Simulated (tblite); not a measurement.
# C2H16Si5: the cost of one run

Computed with tblite 0.8.0 and PySCF 2.14.0, with density-fitted response routines of our own, on a single molecule in the gas phase. Atoms are numbered from 0 throughout.

### Step 1. The molecule as given

23 atoms, charge 0, multiplicity 1; geometry from: force field or distance geometry start.

Bonds of the start (Å): C0–Si1 1.88, Si1–Si2 2.22, Si2–Si3 2.23, Si2–Si4 2.23, Si4–C5 1.86, C5–Si6 1.86, C0–H7 1.11, C0–H8 1.10, C0–H9 1.11, Si1–H10 1.46, Si1–H11 1.48, Si2–H12 1.49, Si3–H13 1.45, Si3–H14 1.46, Si3–H15 1.49, Si4–H16 1.48, Si4–H17 1.47, C5–H18 1.10, C5–H19 1.11, Si6–H20 1.46, Si6–H21 1.48, Si6–H22 1.48.

### Step 2. Geometry optimisation with GFN2-xTB

The job: settings as JSON, then the geometry in Å.

```
{"job": {"kind": "relax", "xc": "GFN2-xTB", "basis": "xTB"}, "charge": 0, "multiplicity": 1}
C      3.171300    -0.332000    -1.137200
Si     2.015100     1.124700    -0.851300
Si     0.426800     0.581500     0.606000
Si     1.277600    -0.335800     2.454400
Si    -0.981000    -0.963600    -0.167300
C     -2.351000    -0.287500    -1.222100
Si    -3.604000     0.504100    -0.104000
H      3.411800    -0.430700    -2.213700
H      4.117400    -0.154500    -0.608000
H      2.708700    -1.283400    -0.817800
H      1.440300     1.572400    -2.121600
H      2.871700     2.220600    -0.357900
H     -0.294300     1.812800     1.020200
H      2.155300     0.579500     3.167400
H      1.943900    -1.563100     2.027100
H      0.110600    -0.769500     3.277300
H     -1.590500    -1.587100     1.023000
H     -0.201600    -1.972500    -0.889500
H     -2.007400     0.367800    -2.031200
H     -2.850600    -1.166300    -1.680000
H     -4.971100     0.107000    -0.444200
H     -3.357700     0.028400     1.273900
H     -3.446300     1.973900    -0.193500
```

The run is started by

```console
$ OMP_NUM_THREADS=1 python probes_run.py task.json out
```

This one command runs all jobs of the session in turn.

Q: Estimate the wall time of this first job on 1 thread of Arm Neoverse N1, shared host.

About 4.5 s.
